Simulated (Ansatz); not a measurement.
ScBPt3:

```
CELL_PARAMETERS angstrom
4.26216 0.00000 0.00000
0.00000 4.26216 0.00000
0.00000 0.00000 4.26216
ATOMIC_POSITIONS crystal
Pt 0.50000 0.00000 0.50000
Pt 0.50000 0.50000 0.00000
Pt 0.00000 0.50000 0.50000
Sc 0.00000 0.00000 0.00000
B 0.50000 0.50000 0.50000
```

The cell comes from a database or a generator and needn't be the stable form of this composition.

* Program: Ansatz 0.2.0
* Task: single point
* Functional: PBE
* Potentials or basis: Ansatz PAW
* Cutoff: 420 eV (not typed: the program's choice for these potentials)
* k mesh: 6 × 6 × 6
* Occupations: fermi-dirac, width 0.05 eV
* Spin: no spin polarisation

On this cell: pressure -1.0 GPa; largest force zero by symmetry; band gap on the k mesh none (metal or under the smearing width).

The same run follows on a disturbed copy (atoms moved at random, drawn with an rms of 0.05 Å):

```
Pt Sc B
1.0
     4.26216    0.00000    0.00000
     0.00000    4.26216    0.00000
     0.00000    0.00000    4.26216
Pt Sc B
3 1 1
Cartesian
  2.1380 0.0088 2.0667
  2.1741 2.1351 -0.0346
  0.0394 2.0970 2.1727
  0.0602 0.0322 0.0029
  2.0977 2.1701 2.1728
```

Question: What changes?

Answer: The energy (extrapolated to zero smearing) moves by +10.0 meV/atom; pressure -0.4 GPa; largest force 0.951 eV/Å; band gap on the k mesh none (metal or under the smearing width).

Forces on the atoms (eV/Å):
```
Pt   0.105  0.268 -0.216
Pt   0.193  0.019  0.907
Pt  -0.842 -0.075  0.000
Sc  -0.108 -0.083 -0.009
B    0.652 -0.129 -0.681
```

Stress tensor (GPa, compression positive):
```
-0.17  0.21  0.19
 0.21 -0.81 -0.29
 0.19 -0.29 -0.10
```
